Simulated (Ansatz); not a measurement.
# LuBr (P6_3mc) in Ansatz: convergence with smearing width

Aim: find how far smearing width must go before the results for LuBr settle, at PBE. This setting moves, with any that are tied to it; all else stays.

Everything below comes from runs of Ansatz 0.2.0. Logs are shortened: lines on timing, memory, paths and dates and some standing lists are left out, and cuts for length are marked.

### 1 The structure

It takes space group P6_3mc (No. 186, hexagonal). The conventional cell has a = 3.607 Å, b = 3.607 Å, c = 9.872 Å, α = 90.00°, β = 90.00°, γ = 120.00°. Lu (site symmetry 3m) has 4 Br at 2.83 to 2.96 Å as nearest neighbours. Br (site symmetry 3m) has 4 Lu at 2.83 to 2.96 Å as nearest neighbours.

The cell comes from a database or a generator and needn't be the stable form of this composition.

### 2 With smearing width 0.3 eV

Contents of input.yaml:

```yaml
crystal:
  lattice:
    - [3.6068742112, 0.0, 0.0]
    - [-1.8034371056, 3.1236446952, 0.0]
    - [0.0, 0.0, 9.871749]
  atoms:
    - { symbol: Lu, position: [0.6666666667, 0.3333333333, 0.83099] }
    - { symbol: Lu, position: [0.3333333333, 0.6666666667, 0.33099] }
    - { symbol: Br, position: [0.6666666667, 0.3333333333, 0.544011] }
    - { symbol: Br, position: [0.3333333333, 0.6666666667, 0.044011] }
hamiltonian:
  xc: pbe
  pseudopotentials: { kind: paw }
kpoints:
  mp_grid: { grid: [7, 7, 3] }
scf:
  occupations: { method: methfessel_paxton, width: 0.3 }
output:
  forces: true
  stress: true
  eigenvalues: true
```

Potentials or basis: Ansatz PAW.

Command:

```console
$ ansatz run input.yaml --threads 2 --pin off --max-ram 5632MiB --backend cpu --events-out ev --progress --plain --runs-dir out
```

It took 4.1 s on 2 threads of Arm Neoverse V2, shared host; peak memory 0.35 GiB.

Results:

- Free energy: -35034.7541 eV
- Pressure: 0.1 GPa
- Largest force: 0.006 eV/Å
- Band gap on the k mesh: none (metal or under the smearing width)

### 3 With smearing width 0.2 eV

input.yaml: that of step 2 with these lines changed.

```diff
@@ -16,3 +16,3 @@
 scf:
-  occupations: { method: methfessel_paxton, width: 0.3 }
+  occupations: { method: methfessel_paxton, width: 0.2 }
 output:
```

Potentials or basis: Ansatz PAW.

Command:

```console
$ ansatz run input.yaml --threads 2 --pin off --max-ram 5632MiB --backend cpu --events-out ev --progress --plain --runs-dir out
```

It took 4.1 s on 2 threads of Arm Neoverse V2, shared host; peak memory 0.35 GiB.

What came out:

```yaml
Free_energy: -35034.7624 eV
Pressure: 0.1 GPa
Largest_force: 0.007 eV/Å
Band_gap_on_the_k_mesh: none (metal or under the smearing width)
```

### 4 With smearing width 0.15 eV

input.yaml: that of step 3 with these lines changed.

```diff
@@ -16,3 +16,3 @@
 scf:
-  occupations: { method: methfessel_paxton, width: 0.2 }
+  occupations: { method: methfessel_paxton, width: 0.15 }
 output:
```

Command:

```console
$ ansatz run input.yaml --threads 2 --pin off --max-ram 5632MiB --backend cpu --events-out ev --progress --plain --runs-dir out
```

Run time: 3.8 s. Hardware: 2 threads of Arm Neoverse V2, shared host; peak memory 0.35 GiB.

Results:

```
Free energy            : -35034.7659 eV
Pressure               : 0.1 GPa
Largest force          : 0.008 eV/Å
Band gap on the k mesh : none (metal or under the smearing width)
```

### 5 With smearing width 0.1 eV

input.yaml: that of step 4 with these lines changed.

```diff
@@ -16,3 +16,3 @@
 scf:
-  occupations: { method: methfessel_paxton, width: 0.15 }
+  occupations: { method: methfessel_paxton, width: 0.1 }
 output:
```

Command:

```console
$ ansatz run input.yaml --threads 2 --pin off --max-ram 5632MiB --backend cpu --events-out ev --progress --plain --runs-dir out
```

Run time: 4 s. Hardware: 2 threads of Arm Neoverse V2, shared host; peak memory 0.35 GiB.

Results:

```
Free energy            : -35034.7677 eV
Pressure               : 0.1 GPa
Largest force          : 0.008 eV/Å
Band gap on the k mesh : none (metal or under the smearing width)
```

### 6 With smearing width 0.05 eV

input.yaml: that of step 5 with these lines changed.

```diff
@@ -16,3 +16,3 @@
 scf:
-  occupations: { method: methfessel_paxton, width: 0.1 }
+  occupations: { method: methfessel_paxton, width: 0.05 }
 output:
```

Potentials or basis: Ansatz PAW.

Command:

```console
$ ansatz run input.yaml --threads 2 --pin off --max-ram 5632MiB --backend cpu --events-out ev --progress --plain --runs-dir out
```

It took 3.9 s on 2 threads of Arm Neoverse V2, shared host; peak memory 0.35 GiB.

It converged, with:

| Property | Result |
| --- | --- |
| Free energy | -35034.7672 eV |
| Pressure | 0.1 GPa |
| Largest force | 0.007 eV/Å |
| Band gap on the k mesh | none (metal or under the smearing width) |

### 7 With smearing width 0.025 eV

input.yaml: that of step 6 with these lines changed.

```diff
@@ -16,3 +16,3 @@
 scf:
-  occupations: { method: methfessel_paxton, width: 0.05 }
+  occupations: { method: methfessel_paxton, width: 0.025 }
 output:
```

Command:

```console
$ ansatz run input.yaml --threads 2 --pin off --max-ram 5632MiB --backend cpu --events-out ev --progress --plain --runs-dir out
```

Wall time 4 s (2 threads of Arm Neoverse V2, shared host); peak memory 0.35 GiB.

The run converged. Its results:

```yaml
Free_energy: -35034.7666 eV
Pressure: 0.1 GPa
Largest_force: 0.007 eV/Å
Band_gap_on_the_k_mesh: none (metal or under the smearing width)
```

### 8 With smearing width 0.01 eV

input.yaml: that of step 7 with these lines changed.

```diff
@@ -16,3 +16,3 @@
 scf:
-  occupations: { method: methfessel_paxton, width: 0.025 }
+  occupations: { method: methfessel_paxton, width: 0.01 }
 output:
```

Command:

```console
$ ansatz run input.yaml --threads 2 --pin off --max-ram 5632MiB --backend cpu --events-out ev --progress --plain --runs-dir out
```

It took 4 s on 2 threads of Arm Neoverse V2, shared host; peak memory 0.35 GiB.

The run converged. Its results:

| Property | Result |
| --- | --- |
| Free energy | -35034.7663 eV |
| Pressure | 0.1 GPa |
| Largest force | 0.007 eV/Å |
| Band gap on the k mesh | none (metal or under the smearing width) |

### 9 With smearing width 0.005 eV

input.yaml: that of step 8 with these lines changed.

```diff
@@ -16,3 +16,3 @@
 scf:
-  occupations: { method: methfessel_paxton, width: 0.01 }
+  occupations: { method: methfessel_paxton, width: 0.005 }
 output:
```

Potentials or basis: Ansatz PAW.

Command:

```console
$ ansatz run input.yaml --threads 2 --pin off --max-ram 5632MiB --backend cpu --events-out ev --progress --plain --runs-dir out
```

Output:

```text
Warning: RAYON_NUM_THREADS=2 ignored (pool sized by the plan → 2); use --threads N
Engine: ansatz 0.2.0, aarch64-unknown-linux-gnu
Pseudopotentials: kind: paw
Pseudopotential: Lu, paw, valence charge 25, recommended cutoff 420 eV (normal), Lu.paw.azcp
Pseudopotential: Br, paw, valence charge 7, recommended cutoff 420 eV (normal), Br.paw.azcp
Functional definition: PBE
  parameter kappa = 0.804
  parameter beta = 0.06672455060314922
  exchange = pbe_x(kappa = kappa, mu = beta*pi^2/3)
  correlation = pbe_c(beta = beta)
Crystal: 4 atoms, lattice volume = 111.221 Å³
Basis set: ecut = 420 eV, 2145 PW (Γ), exchange–correlation on 50×50×144 points (8 copies of the dense FFT grid, shifted against one another)
Bands: 39, of which v1, the nominal top of the filled ones, is band 32 counted from 1 (31 counted from 0)
Symmetry: 12 space group operations
Space group: P63mc (ITA 186), of the structure as read, at distance tolerance 4.8e-5 Å
k-points: 16 of 147 (time reversal used)
Non-local potential: Lu, projectors of the file, l = 0: 3, l = 1: 2, l = 2: 2, l = 3: 3
Non-local potential: Br, projectors of the file, l = 0: 2, l = 1: 2, l = 2: 2
PAW form: soft (Blöchl's): semilocal exchange-correlation on the pseudo side does not see the compensation charge
PAW one-centre angular grid: Lu, 590 points (default); XC on 64 Gauss nodes
PAW one-centre angular grid: Br, 110 points (default); XC on 64 Gauss nodes
Initial density: superposition of atomic densities (neutral atoms: chi_scale 0, normalization atom), corrected by the library's trained network
Initial wavefunctions: pseudopotential atomic-orbital guess
Functional: x = pbe(κ = 0.804, μ = 0.2195149727645171), c = pbe(β = 0.06672455060314922)
SCF iter   1: F=—  HF=-35034.770416 eV  |F-HF|=—  |Δ(HF+E_count)|=         —  Δρ=2.62e-3  dr2=5.69e-3  ethr=1.77e-3  ⟨swp⟩=7.1  Hψ=3073  notcnv=0
preconditioner: auto → Resta (q_TF=auto, 2.488 Å⁻¹)  ε∞=9.5  [insulator: Δε(μ)=0.127 eV  Ē_g=8.380 eV  σ=0.005 eV  W_gap=0.50  n_scr=36 (ndim 8)  ℏωp=24.4 eV  f_vac=0.000  D(μ)=27.63/eV (n_scr^D=572)  ε∞_Penn≈9.5]
SCF iter   2: F=—  HF=-35034.765862 eV  |F-HF|=—  |Δ(HF+E_count)|=   4.55e-3  S|Δr|=    0.00e0  Δρ=1.83e-3  dr2=3.01e-3  ethr=8.89e-6  ⟨swp⟩=3.7  Hψ=1940  notcnv=0  defer=32
SCF iter   3: F=—  HF=-35034.766025 eV  |F-HF|=—  |Δ(HF+E_count)|=   1.63e-4  S|Δr|=    0.00e0  Δρ=5.80e-4  dr2=4.54e-4  ethr=4.71e-6  ⟨swp⟩=3.9  Hψ=1214  notcnv=0  defer=16
automatic band count: iteration 3 solves 38 bands in place of 39: the levels show a gap, and the empty bands left out lie too high to hold charge; the band table lists the bands solved (type scf.n_extra_bands for more)
SCF iter   4: F=—  HF=-35034.766151 eV  |F-HF|=—  |Δ(HF+E_count)|=   1.27e-4  S|Δr|=    0.00e0  Δρ=3.60e-4  dr2=5.16e-5  ethr=7.10e-7  ⟨swp⟩=3.3  Hψ=1361  notcnv=0  defer=16
SCF iter   5: F=—  HF=-35034.766194 eV  |F-HF|=—  |Δ(HF+E_count)|=   4.31e-5  S|Δr|=    0.00e0  Δρ=1.83e-4  dr2=1.46e-5  ethr=8.06e-8  ⟨swp⟩=3.6  Hψ=1528  notcnv=0  defer=16
SCF iter   6: F=—  HF=-35034.766177 eV  |F-HF|=—  |Δ(HF+E_count)|=   1.76e-5  S|Δr|=    0.00e0  Δρ=1.08e-4  dr2=4.52e-6  ethr=2.28e-8  ⟨swp⟩=3.0  Hψ=1361  notcnv=0  defer=16
SCF iter   7: F=—  HF=-35034.766176 eV  |F-HF|=—  |Δ(HF+E_count)|=   9.75e-7  S|Δr|=    0.00e0  Δρ=2.37e-5  dr2=2.41e-7  ethr=7.06e-9  ⟨swp⟩=2.1  Hψ=1104  notcnv=0  defer=16
SCF iter   8: F=-35034.766176 eV  HF=-35034.766176 eV  |F-HF|=9.06e-9  |Δ(HF+E_count)|=   6.23e-9  S|Δr|=    0.00e0  Δρ=6.26e-6  dr2=3.11e-8  ethr=1.56e-10  ⟨swp⟩=12.2  Hψ=4056  notcnv=0
SCF 1 converged in 8 iterations: F = -35034.766176 eV  dr2 = 3.11e-8
SCF converged after 8 iterations
Stability not checked: this state was not tested for a lower state beside it, because cold or Methfessel-Paxton smearing, or corrected tetrahedra, fill the levels in a way that the test cannot read (fill_not_monotonic; see scf.lower_state_search)
Free energy (F): -35034.766176 eV
Harris-Foulkes:  -35034.766176 eV  (|F-HF|=9.06e-9)
Internal energy: -35034.766061 eV  (E = F + TS)
E sigma→0 (E₀):  -35034.766147 eV
Entropy (-TS):   -0.000115 eV (-0.029 meV/atom)
Fermi energy:    11.024792 eV
--- Per-component energies (eV) ---
  E_band       = -168.149596
  E_kinetic    = 1100.161380
  E_local      = -15932.925250  (includes V_loc(G=0)·N_el)
  E_nonlocal   = 1295.080309
  E_hartree    = 6704.284431
  E_xc         = -964.124062
  E_vxc        = -722.240805  (∫ρ·V_xc dr)
  E_paw        = -19241.473334  (= ΣΔE_a)
  E_vpaw       = 683.203456  (= ΣTr[D̂ρ^β])
  E_aug_tail   = 0.000068  (compensation charges beyond the density's cutoff)
  E_ewald      = -7995.769603
  E_smearing   = -0.000115  (= −TS)
  E_closure    = -0.000000  (closes the sum)
  Σ components = -35034.766176   (vs F -35034.766176, Δ=0.00e0)
--- Forces (eV/Å), atoms counted from 1 ---
  atom   1  Lu    -0.00000000     0.00000000     0.00696912
  atom   2  Lu     0.00000000    -0.00000000     0.00696912
  atom   3  Br     0.00000000    -0.00000000    -0.00716595
  atom   4  Br     0.00000000     0.00000000    -0.00716595
  max |Σ_I F_I| component: 3.94e-4 eV/Å
--- Stress (GPa, compression-positive) ---
       -0.017964       0.000000       0.000000
        0.000000      -0.017964      -0.000000
        0.000000       0.000000       0.416187
  P = ⅓ Tr σ = 0.1268 GPa (1.268 kbar)
--- Band table (eV; the first three rows and the last of 16) ---
  k-point 0: bands = ["-46.2910", "-46.2910", "-17.1311", "-17.1101", "-16.7795", "-16.7795", "-16.7791", "-16.7791", "-6.5373", "-6.3297", "3.4097", "4.6896", "4.9525", "4.9525", "4.9606", "4.9606", "4.9622", "4.9662", "4.9845", "4.9845", "4.9899", "4.9899", "4.9996", "5.0179", "5.0388", "5.0388", "7.3386", "7.3386", "7.5044", "7.5044", "7.6120", "9.2257", "12.6790", "12.6790", "12.8167", "12.8167", "13.2649", "13.7172"]
  k-point 1: bands = ["-46.2910", "-46.2910", "-17.1259", "-17.1154", "-16.7794", "-16.7794", "-16.7792", "-16.7792", "-6.4868", "-6.3831", "3.6690", "4.2892", "4.9546", "4.9546", "4.9586", "4.9586", "4.9645", "4.9658", "4.9857", "4.9857", "4.9884", "4.9884", "4.9991", "5.0022", "5.0388", "5.0388", "7.3785", "7.3785", "7.4614", "7.4614", "8.1172", "8.9077", "12.7192", "12.7192", "12.7907", "12.7907", "13.0414", "13.0429"]
  k-point 2: bands = ["-46.2891", "-46.2890", "-17.1221", "-17.1030", "-16.8266", "-16.8263", "-16.7906", "-16.7901", "-6.4318", "-6.2441", "3.6423", "4.7626", "4.9416", "4.9542", "4.9574", "4.9649", "4.9659", "4.9733", "4.9788", "4.9833", "4.9840", "4.9888", "5.0161", "5.0280", "5.0283", "5.0560", "6.3989", "6.7120", "7.1814", "7.3644", "8.2934", "9.4356", "12.0334", "12.3819", "12.7854", "13.0114", "13.2420", "13.5746"]
  k-point 15: bands = ["-46.2797", "-46.2797", "-17.0747", "-17.0728", "-16.9767", "-16.9765", "-16.9129", "-16.9126", "-5.8421", "-5.8238", "4.5799", "4.5884", "4.7893", "4.8271", "4.9220", "4.9297", "4.9749", "4.9760", "4.9796", "4.9817", "4.9887", "4.9928", "5.0161", "5.0166", "5.0326", "5.0430", "5.2853", "5.3406", "5.5749", "5.6387", "10.6891", "10.8399", "11.2349", "11.3146", "12.4044", "13.2187", "13.5432", "13.5600"]
```

Wall time 4.1 s (2 threads of Arm Neoverse V2, shared host); peak memory 0.35 GiB.

Results:

| Quantity | Value |
| --- | --- |
| Free energy | -35034.7662 eV |
| Pressure | 0.1 GPa |
| Largest force | 0.007 eV/Å |
| Band gap on the k mesh | none (metal or under the smearing width) |

### 10 The series at a glance

```
smearing width  energy less the tightest run, at zero smearing (meV/atom)  largest force (eV/Å)  SCF cycles  CPU time (s)  peak memory (GiB)
        0.3 eV                                                       1.56                 0.006           8             8               0.35
        0.2 eV                                                      -0.06                 0.007           8           7.8               0.35
       0.15 eV                                                      -0.46                 0.008           7           7.4               0.35
        0.1 eV                                                      -0.47                 0.008           8           7.8               0.35
       0.05 eV                                                      -0.20                 0.007           8           7.4               0.35
      0.025 eV                                                      -0.09                 0.007           8           7.7               0.35
       0.01 eV                                                      -0.02                 0.007           8           7.8               0.35
      0.005 eV                                                       0.00                 0.007           8           7.8               0.35
```

Against the tightest run, the energy stays within 1 meV/atom from 0.2 eV on; the largest force stays within 0.005 eV/Å from 0.3 eV on. Narrower smearing needs a denser k mesh, so at a fixed mesh the narrowest width isn't the most accurate. The tightest run that finished is the yardstick and may itself not be fully converged.
